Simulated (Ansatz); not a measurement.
**CH₃ClMoO₂S: basis-set convergence**

An exercise on one series of results from a longer session: the logs are not shown, and one member is left open.

Computed with Ansatz 0.2.0, Gaussian basis. Level: one geometry, several basis sets.

Levels to be run: PBE0-D4/def2-SVP; ωB97M-V/def2-SVP; PBE0-D4/def2-QZVPP; ωB97M-V/def2-QZVPP; the functionals' def2-TZVPP values are taken from earlier runs.

### The relaxed structure

The geometry comes from an earlier relaxation with PBE0-D4 in a triple-zeta def2 set; it is a stationary point, not always the lowest conformer. Mo takes the def2 core potential; no spin-orbit term is included.

SMILES `C[O][Mo](=[O])(=[S])[Cl]`, 9 atoms, charge 0, spin multiplicity 1.

Atoms are counted from 1 here; the program's logs count them from 0.

Bond lengths: C1–O2 1.409 Å, C1–H7 1.093 Å, C1–H8 1.092 Å, C1–H9 1.093 Å, O2–Mo3 1.828 Å, Mo3–O4 1.667 Å, Mo3–S5 2.106 Å, Mo3–Cl6 2.254 Å. Angles: O2–C1–H7 108.8°, O2–C1–H8 108.7°, O2–C1–H9 110.5°, H7–C1–H8 109.3°, H7–C1–H9 109.5°, H8–C1–H9 110.0°, C1–O2–Mo3 139.5°, O2–Mo3–O4 109.4°, O2–Mo3–S5 108.1°, O2–Mo3–Cl6 110.7°, O4–Mo3–S5 108.9°, O4–Mo3–Cl6 110.1°, S5–Mo3–Cl6 109.6°.

Geometry (Å):

```
C    -1.01413    1.04367    0.60907
O    -0.00059    0.63425   -0.27967
Mo    0.94585   -0.86868   -0.71279
O     1.01897   -1.01839   -2.37139
S    -0.07270   -2.53297    0.07970
Cl    3.02620   -0.77657    0.14911
H    -0.58040    1.72031    1.34912
H    -1.78381    1.57252    0.04332
H    -1.45078    0.17966    1.11643
```

Set-up of the first run:

Input file in.yaml:

```yaml
crystal:
  periodic: [false, false, false]
  atoms:
    - {symbol: C, position_ang: [-1.014129, 1.043670, 0.609072]}
    - {symbol: O, position_ang: [-0.000592, 0.634248, -0.279670]}
    - {symbol: Mo, position_ang: [0.945852, -0.868683, -0.712790]}
    - {symbol: O, position_ang: [1.018968, -1.018386, -2.371390]}
    - {symbol: S, position_ang: [-0.072699, -2.532968, 0.079700]}
    - {symbol: Cl, position_ang: [3.026196, -0.776567, 0.149115]}
    - {symbol: H, position_ang: [-0.580403, 1.720307, 1.349118]}
    - {symbol: H, position_ang: [-1.783811, 1.572523, 0.043322]}
    - {symbol: H, position_ang: [-1.450783, 0.179655, 1.116425]}
basis:
  gaussian: {orbitals: def2-SVP}
hamiltonian: {xc: pbe0, dispersion: d4}
output: {orbitals: {seedname: orbitals}}
```

Started as:

```console
$ ansatz run in.yaml --threads 4 --pin off --events-out ev --progress --plain --max-ram 11315MiB
```

Steps of the session up to this table: PBE0-D4 in def2-SVP; ωB97M-V in def2-SVP; PBE0-D4 in def2-QZVPP; ωB97M-V in def2-QZVPP.

One of the session's tables, all rows but one given; the rest of the session is left out.

It belongs to the step «Density functionals: the series». 

```
functional       basis  HOMO (eV)  LUMO (eV)
   PBE0-D4    def2-SVP      -7.96      -3.14
   PBE0-D4  def2-TZVPP      -7.95      -3.17
   PBE0-D4  def2-QZVPP      -7.95      -3.17
   ωB97M-V    def2-SVP     -10.04      -1.10
   ωB97M-V  def2-TZVPP          ?          ?
   ωB97M-V  def2-QZVPP     -10.08      -1.21
```

Estimate the missing values for ωB97M-V, def2-TZVPP.

The run gave: HOMO (eV): -10.06; LUMO (eV): -1.18. In the column «HOMO (eV)» it lies between ωB97M-V, def2-QZVPP (-10.08) and ωB97M-V, def2-SVP (-10.04).
